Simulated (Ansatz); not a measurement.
# GeH₅ (doublet): the correlation ladder at distance H1–H2 along a hydrogen transfer = 1.355 Å, cc-pVTZ

How much of the correlation energy of GeH₅ (doublet) does each wave-function method recover here?

Computed with Ansatz 0.2.0, Gaussian basis. Level: cc-pVTZ, core rule «outside noble gas», up to 14 orbitals frozen.

The runs, in order: UHF; CCSD(T) on ROHF; CCSD(T) on UHF; BCCD(T) on ROHF; CISD; CCSDT(Q) on ROHF; CCSDT(Q) on UHF; CASSCF and NEVPT2, 3 electrons in 3 orbitals; CASSCF and NEVPT2, 9 electrons in 9 orbitals.

## Step 1: The geometry

The geometry derives from fragments relaxed apart (PBE0/def2-TZVP) and kept rigid, so it is no stationary point. A hydrogen atom is moved between rigid fragments. No spin-orbit coupling is included. The filled d shell of Ge may be among the frozen orbitals whatever the setting's name suggests; the logs give the count.

6 atoms, charge 0, spin multiplicity 2.

Atoms are counted from 1 here; the program's logs count them from 0.

Bond lengths: H2–Ge3 1.530 Å, Ge3–H4 1.539 Å, Ge3–H5 1.539 Å, Ge3–H6 1.539 Å. Angles: H2–Ge3–H4 107.7°, H2–Ge3–H5 107.7°, H2–Ge3–H6 107.7°, H4–Ge3–H5 111.2°, H4–Ge3–H6 111.2°, H5–Ge3–H6 111.2°.

## Step 2: UHF

The input, in.yaml:

```yaml
crystal:
  periodic: [false, false, false]
  atoms:
    - {symbol: H, position_ang: [-2.845957, 0.000000, -0.000001]}
    - {symbol: H, position_ang: [-1.490957, 0.000000, 0.000000]}
    - {symbol: Ge, position_ang: [0.039043, 0.000000, 0.000000]}
    - {symbol: H, position_ang: [0.507712, -1.465915, 0.000000]}
    - {symbol: H, position_ang: [0.507712, 0.732957, -1.269519]}
    - {symbol: H, position_ang: [0.507712, 0.732957, 1.269520]}
basis:
  gaussian: {orbitals: cc-pVTZ}
magnetization: {spin_polarized: true, initial_magnetization: 1}
hamiltonian: {xc: hf}
output: {orbitals: {seedname: orbitals}}
```

Launch:

```bash
> ansatz run in.yaml --threads 1 --pin off --events-out ev --progress --plain --max-ram 2816MiB --backend cpu
```

After this run come: CCSD(T) on ROHF; CCSD(T) on UHF; BCCD(T) on ROHF; CISD; CCSDT(Q) on ROHF; CCSDT(Q) on UHF; CASSCF and NEVPT2, 3 electrons in 3 orbitals; CASSCF and NEVPT2, 9 electrons in 9 orbitals.

Before running them: what should the planned runs give, taken together? Wanted: UCCSDT(Q) below the RHF energy; RMP2 from UCCSDT(Q); UMP2 from UCCSDT(Q); RCCSD from UCCSDT(Q); RCCSD(T) from UCCSDT(Q); UCCSD(T) from UCCSDT(Q); RCCSDT(Q) from UCCSDT(Q); NEVPT2 pair from UCCSDT(Q); NEVPT2 valence from UCCSDT(Q).

**Answer**, as computed:

| quantity | value |
| --- | --- |
| UCCSDT(Q) below the RHF energy | -4.9628 eV |
| RMP2 from UCCSDT(Q) | +978.0 meV |
| UMP2 from UCCSDT(Q) | +967.2 meV |
| RCCSD from UCCSDT(Q) | +136.7 meV |
| RCCSD(T) from UCCSDT(Q) | +24.4 meV |
| UCCSD(T) from UCCSDT(Q) | +24.0 meV |
| RCCSDT(Q) from UCCSDT(Q) | +0.6 meV |
| NEVPT2 pair from UCCSDT(Q) | +992.0 meV |
| NEVPT2 valence from UCCSDT(Q) | +943.8 meV |
| levels within 1 kcal/mol (43 meV) | RCCSD(T), UCCSD(T), BCCD(T), RCCSDT, UCCSDT, RCCSDT(Q) |
| T1 diagnostic | 0.021 |
| effectively unpaired electrons | 1.02 |

RCCSD(T) lands +24.4 meV from the yardstick (0.5 % of the correlation energy). One determinant dominates. Of the multireference levels listed NEVPT2 valence comes nearest in total energy (+943.8 meV), which doesn't show that its space is the better one. These misses are within one basis, not against nature; the frozen cores of restricted and unrestricted runs differ, which can shift their rows.
